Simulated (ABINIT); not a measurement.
The system is PBr.

```
Br P
1.0
     4.93856    0.00000    0.00000
    -2.06239    5.19450    0.00000
    -0.69678   -0.65377    6.23326
Br P
2 2
Direct
  0.66580 0.85501 0.24276
  0.33420 0.14499 0.75724
  0.64072 0.49976 0.63187
  0.35928 0.50024 0.36813
```

The cell comes from a database or a generator and needn't be the stable form of this composition.

* Program: ABINIT 10.8.3 (patched build)
* Task: single point
* Functional: PBE
* Potentials or basis: JTH PAW PBE v2.0
* Cutoff: 544 eV
* k mesh: 6 × 5 × 5
* Occupations: fermi-dirac, width 0.05 eV
* Spin: no spin polarisation

On this cell: pressure 0.1 GPa; largest force 0.082 eV/Å; band gap on the k mesh 1.48 eV, direct.

The same run follows on a disturbed copy (atoms moved at random, drawn with an rms of 0.05 Å):

```
Br P
1.0
     4.93856    0.00000    0.00000
    -2.06239    5.19450    0.00000
    -0.69678   -0.65377    6.23326
Br P
2 2
Direct
  0.65833 0.85307 0.24109
  0.33093 0.14369 0.75897
  0.63976 0.49819 0.63287
  0.35941 0.49715 0.37374
```

Problem. What changes?

Solution. The energy moves by +2.5 meV/atom; pressure 0.3 GPa; largest force 0.663 eV/Å; band gap on the k mesh 1.59 eV, direct.

Forces in eV/Å, atoms in the order of the input:
```
Br  -0.016 -0.193  0.056
Br   0.014  0.112 -0.002
P    0.377 -0.066  0.472
P   -0.376  0.147 -0.526
```

Stress tensor (GPa, compression positive):
```
 0.45 -0.17  0.73
-0.17 -0.16  0.18
 0.73  0.18  0.74
```

Caveats: an odd mesh through Γ misses points on the zone boundary, where band edges often lie.
